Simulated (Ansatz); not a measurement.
Ge, space group Fmmm, a convergence test of the plane-wave cutoff

Program: Ansatz 0.2.0 through its Python package.

Typed at the interpreter:
```pycon
>>> import warnings
>>> import ansatz as az
>>> params = {
...     "occupations": "Fermi-Dirac",
...     "kgrid": (6, 6, 6),
...     "xc": "PBEsol",
...     "dispersion": "d4",
... }
>>> warnings.simplefilter("ignore", az.DeckWarning)
>>> xtal = (
...     az.Lattice.from_parameters(5.873459, 5.752351, 3.904742, alpha=72.05753, beta=68.7092, gamma=39.23326)
...     .atom("Ge", (0.781867, 0.781867, 0.218133))
...     .atom("Ge", (0.218133, 0.218133, 0.781867))
...     .atom("Ge", (0.27351, 0.72649, 0.27351))
...     .atom("Ge", (0.72649, 0.27351, 0.72649))
... )
>>> base = (
...     xtal.calculation()
...     .occupations(params["occupations"], width=100 * az.meV)
...     .kpoints(*params["kgrid"])
...     .functional(params["xc"], dispersion=params["dispersion"])
... )
>>> rows = []
>>> for value in [250, 325, 400, 475]:
...     data = base.basis(value).run(threads=1).report
...     rows.append((value, data["free_energy_ev"] / len(data["lattice"]["sites"]), data["n_iterations"], data["n_pw"]))
...
>>> print(" cutoff (eV)   F/atom (eV)    iterations   plane waves")
 cutoff (eV)   F/atom (eV)    iterations   plane waves
>>> for row in rows:
...     print(f"{str(row[0]):>12s}  {row[1]:12.5f}  {row[2]:12d}  {row[3]:12d}")
...
         250   -4252.28714             8           693
         325   -4253.49692             6          1045
         400   -4253.53002             7          1425
         475   -4253.53104             6          1829
>>> # the last row is the reference
>>> for row in rows[:-1]:
...     shift = 1000 * (row[1] - rows[-1][1])
...     print(f"{row[0]}: {shift:+.2f} meV/atom" + ("  (within 2 meV)" if abs(shift) < 2 else ""))
...
250: +1243.90 meV/atom
325: +34.12 meV/atom
400: +1.03 meV/atom  (within 2 meV)
```

From 400 eV on it stays within 2 meV an atom of the value at 475 eV; the first row (250 eV) is off by 1243.9 meV and the last but one by 1.03 meV. The energy falls steadily, as expected when plane waves are added. The last run costs about 1.8 times the first.

Dispersion corrections can be off by several per cent in the lattices of metals, and by several GPa in the pressure at a fixed cell. The mesh is modest for a metal, so energies can be off by several to tens of meV an atom and pressures by half a GPa or more; differences at equal mesh fare better. This isn't the structure that Ge takes at ambient conditions. Shifts are counted from the last row, which is itself no proven limit. The script silences the warnings on its input, which a real study should read. Finished in 16 s on 1 thread of Arm Neoverse V1, with other jobs on the host, peak memory 0.44 GiB.
